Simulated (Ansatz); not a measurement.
**CHGeN (triplet): the correlation ladder at a displaced geometry (v2), cc-pVDZ**

How much of the correlation energy of CHGeN (triplet) does each wave-function method recover here?

The runs use Ansatz 0.2.0, Gaussian basis; cc-pVDZ, correlated electrons: outside noble gas.

Plan: UHF; CCSD(T) on ROHF; CCSD(T) on UHF; BCCD(T) on ROHF; CISD; CCSDT(Q) on ROHF; CCSDT(Q) on UHF.

**1. The geometry**

The geometry is a PBE0/def2-TZVP stationary point (not a proven minimum) with its atoms shifted at random (size 0.100 Å). No spin-orbit coupling is included. The filled d shell of Ge may be among the frozen orbitals whatever the setting's name suggests; the logs give the count.

4 atoms, charge 0, spin multiplicity 3.

Atoms are counted from 1 here; the program's logs count them from 0.

Bond lengths: Ge1–C2 1.880 Å, Ge1–H4 1.481 Å, C2–N3 1.170 Å. Angles: C2–Ge1–H4 119.4°, Ge1–C2–N3 169.4°.

In the tables R marks a restricted open-shell determinant and U an unrestricted one; correlation energies count from the lowest restricted Hartree-Fock solution.

**2. UHF**

Input file in.yaml:

```yaml
crystal:
  periodic: [false, false, false]
  atoms:
    - {symbol: Ge, position_ang: [0.032324, -0.032698, 0.643869]}
    - {symbol: C, position_ang: [-0.132550, 0.073286, -1.225835]}
    - {symbol: N, position_ang: [-0.055930, 0.019413, -2.392002]}
    - {symbol: H, position_ang: [0.027179, 1.213438, 1.445086]}
basis:
  gaussian: {orbitals: cc-pVDZ}
magnetization: {spin_polarized: true, initial_magnetization: 2}
hamiltonian: {xc: hf}
output: {orbitals: {seedname: orbitals}}
```

The run is started by

```sh
> ansatz run in.yaml --threads 1 --pin off --events-out ev --progress --plain --max-ram 2393MiB
```

After this run come: CCSD(T) on ROHF; CCSD(T) on UHF; BCCD(T) on ROHF; CISD; CCSDT(Q) on ROHF; CCSDT(Q) on UHF.

**Question.** What will the summary of the whole plan be? Wanted: correlation energy, UCCSDT(Q); RMP2 from UCCSDT(Q); UMP2 from UCCSDT(Q); RCCSD from UCCSDT(Q); RCCSD(T) from UCCSDT(Q); UCCSD(T) from UCCSDT(Q); RCCSDT(Q) from UCCSDT(Q); T1 diagnostic.

The runs gave:

```
                                      quantity        value
                 correlation energy, UCCSDT(Q)  -10.2068 eV
                           RMP2 from UCCSDT(Q)   +955.6 meV
                           UMP2 from UCCSDT(Q)  +1355.6 meV
                          RCCSD from UCCSDT(Q)   +495.5 meV
                       RCCSD(T) from UCCSDT(Q)    +75.0 meV
                       UCCSD(T) from UCCSDT(Q)    +76.6 meV
                      RCCSDT(Q) from UCCSDT(Q)    +10.2 meV
levels of the table within 1 kcal/mol (43 meV)    RCCSDT(Q)
                                 T1 diagnostic        0.021
```

In words: RCCSD(T) lands +75.0 meV from the yardstick (0.7 % of the correlation energy). These misses are within one basis, not against nature; the frozen cores of restricted and unrestricted runs differ, which can shift their rows.
